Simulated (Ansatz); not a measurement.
The system is Hf2Pd2Se2Br2O3.

```xyz
11
Lattice="5.7607 0.0050 -0.0029 -0.5275 5.8466 0.0341 -1.4844 -0.9264 6.6459" Properties=species:S:1:pos:R:3 pbc="T T T"
Hf    3.5658    1.9949    2.3367
Hf    0.5362    2.1009    3.9624
Pd    3.9042   -0.0043    5.6409
Pd    0.4456    4.9498    2.4142
Se    2.0523    1.4944    6.2402
Se    2.4066    4.0824    3.5487
Br    4.1617    5.6554    1.0519
Br   -0.4152    4.0015    5.7576
O     4.5038    1.1491    3.9299
O     1.7546    1.0574    2.7229
O    -0.4225    3.0696    2.4575
```

The cell was built by a generator and needn't be a form met in nature.

- Program: Ansatz 0.2.0
- Task: relaxation of cell and atoms
- Functional: revPBE
- Potentials or basis: Ansatz PAW
- Cutoff: 420 eV (not typed: the program's choice for these potentials)
- k mesh: 4 × 4 × 3
- Occupations: fermi-dirac, width 0.05 eV
- Spin: no spin polarisation

At the start: volume 20.36 Å³/atom.

**Question.** How do energy, volume and symmetry change on relaxing?

**Answer.** It ends after 9 steps and the volume is 20.99 Å³/atom (+3.1 %); space group P1 (No. 1, to 0.05 Å).

The path:
```
step  energy change (eV)  largest force (eV/Å)  volume (Å³)
   1              0.0000                0.1073       224.01
   2             -0.0102                0.1978       233.45
   3             -0.0302                0.0760       230.56
   4             -0.0314                0.0447       230.37
   5             -0.0315                0.0323       230.70
   6             -0.0317                0.0068       230.71
   7             -0.0401                0.0080       230.71
   8             -0.0399                0.0033       230.91
   9             -0.0401                0.0032       230.91
```

Final structure:
```
Hf Pd Se Br O
1.0
     5.79908    0.00909   -0.00113
    -0.52687    5.91394    0.05162
    -1.49288   -0.91859    6.72448
Hf Pd Se Br O
2 2 2 2 3
Direct
  0.74610 0.39589 0.35161
  0.28683 0.45392 0.59202
  0.90740 0.13571 0.84945
  0.25408 0.90239 0.35857
  0.63252 0.40203 0.93841
  0.62495 0.77835 0.52938
  0.85611 0.99530 0.15466
  0.22191 0.81718 0.85810
  0.96103 0.29043 0.58968
  0.43427 0.24671 0.41141
  0.07481 0.58209 0.36674
```

Caveat: the plane-wave basis is chosen anew once the cell has moved, so the energies of steps on either side of that aren't comparable; the PAW data sets come from PBE, with cores solved anew for the run's functional, which leaves a small shift of forces and pressure.
